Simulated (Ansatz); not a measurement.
**C2H5BrSi: up Jacob's ladder to CCSD(T)**

How much do the methods differ for C2H5BrSi? The plan is to run it at one geometry with functionals of several rungs and with coupled cluster. The yardstick is the atomisation energy at the CCSD(T) limit.

The runs use Ansatz 0.2.0, Gaussian basis; functionals in def2-TZVPP, the program's frozen cores in correlated methods.

Levels to be run: PBE-D4, r2SCAN-D4, PBE0-D4, B3LYP-D4, ωB97X-V, ωB97M-V, B2PLYP; CCSD(T)/def2-TZVPP; MP2/def2-QZVPP; extrapolation to the limit.

## (1) Structure used throughout

All runs share one geometry, relaxed beforehand with PBE0-D4 in a triple-zeta def2 set.

9 atoms, charge 0, spin multiplicity 1.

Atoms are counted from 1 here; the program's logs count them from 0.

Bond lengths: Br1–Si2 2.207 Å, Si2–C3 1.831 Å, Si2–C4 1.831 Å, Si2–H5 1.474 Å, C3–C4 1.560 Å, C3–H6 1.085 Å, C3–H7 1.086 Å, C4–H8 1.085 Å, C4–H9 1.086 Å. Angles: Br1–Si2–C3 119.6°, Br1–Si2–C4 119.5°, Br1–Si2–H5 111.1°, C3–Si2–C4 50.4°, C3–Si2–H5 122.0°, C4–Si2–H5 122.0°, Si2–C3–C4 64.8°, Si2–C3–H6 119.3°, Si2–C3–H7 119.8°, C4–C3–H6 115.7°, C4–C3–H7 116.4°, H6–C3–H7 112.7°, Si2–C4–C3 64.8°, Si2–C4–H8 119.3°, Si2–C4–H9 119.8°, C3–C4–H8 115.6°, C3–C4–H9 116.4°, H8–C4–H9 112.7°.

## (2) PBE-D4 (GGA)

File in.yaml:

```yaml
crystal:
  periodic: [false, false, false]
  atoms:
    - {symbol: Br, position_ang: [-1.336453, -0.347234, -2.500759]}
    - {symbol: Si, position_ang: [-0.404493, 0.600932, -0.739609]}
    - {symbol: C, position_ang: [0.970257, -0.248415, 0.121779]}
    - {symbol: C, position_ang: [-0.401243, -0.281435, 0.864994]}
    - {symbol: H, position_ang: [-0.485107, 2.070378, -0.823631]}
    - {symbol: H, position_ang: [1.324075, -1.202811, -0.254348]}
    - {symbol: H, position_ang: [1.757538, 0.336128, 0.587682]}
    - {symbol: H, position_ang: [-0.873727, -1.255746, 0.935924]}
    - {symbol: H, position_ang: [-0.462248, 0.282104, 1.790869]}
basis:
  gaussian: {orbitals: def2-TZVPP}
hamiltonian: {xc: pbe, dispersion: d4}
output: {forces: true, orbitals: {seedname: orbitals}}
```

Started as:

```sh
ansatz run in.yaml --threads 4 --pin off --events-out ev --progress --plain --max-ram 10444MiB
```

Further steps of the session: r2SCAN-D4 (meta-GGA); PBE0-D4 (hybrid); B3LYP-D4 (hybrid); ωB97X-V (range-separated); ωB97M-V (range-separated); B2PLYP (double hybrid); CCSD(T) in def2-TZVPP; MP2 in def2-QZVPP.

**Question.** What will the summary of the whole plan be? Wanted: atomisation energy, CCSD(T)/CBS; farthest; mean size of error, hybrid; mean size of error, range-separated; gap, smallest and largest; T1 diagnostic; triples share of the correlation energy.

The runs gave:

| quantity | value |
| --- | --- |
| atomisation energy, CCSD(T)/CBS | 3215.2 kJ/mol |
| functionals within 32.2 kJ/mol (1.0 %) | r2SCAN-D4, PBE0-D4, B3LYP-D4, ωB97X-V, ωB97M-V |
| farthest | PBE-D4 (+49.5 kJ/mol) |
| mean size of error, hybrid | 17.5 kJ/mol |
| mean size of error, range-separated | 4.7 kJ/mol |
| gap, smallest and largest | 4.95 eV (PBE-D4), 11.48 eV (ωB97X-V) |
| T1 diagnostic | 0.0087 |
| triples share of the correlation energy | 3.9 % |

In words: PBE-D4 is off by +49.5 kJ/mol. Double hybrids carry the basis error of their MP2 part in triple zeta, and no dispersion term here, so their miss is partly the set-up's. Misses under about 32.2 kJ/mol are within the doubt on the reference itself, which lacks core-valence correlation, relativity and higher excitations, and its outer-core shells are covered unevenly. All levels share the lack of spin-orbit coupling, which lowers the free heavy atoms and so the true binding. Hartree-Fock recovers 74 % of the binding; the rest is correlation. The gap grows from 5.0 to 11.5 eV across the functionals, mostly with the share of exact exchange. Correlated methods include outer-core shells of Br, which these sets cover unevenly.
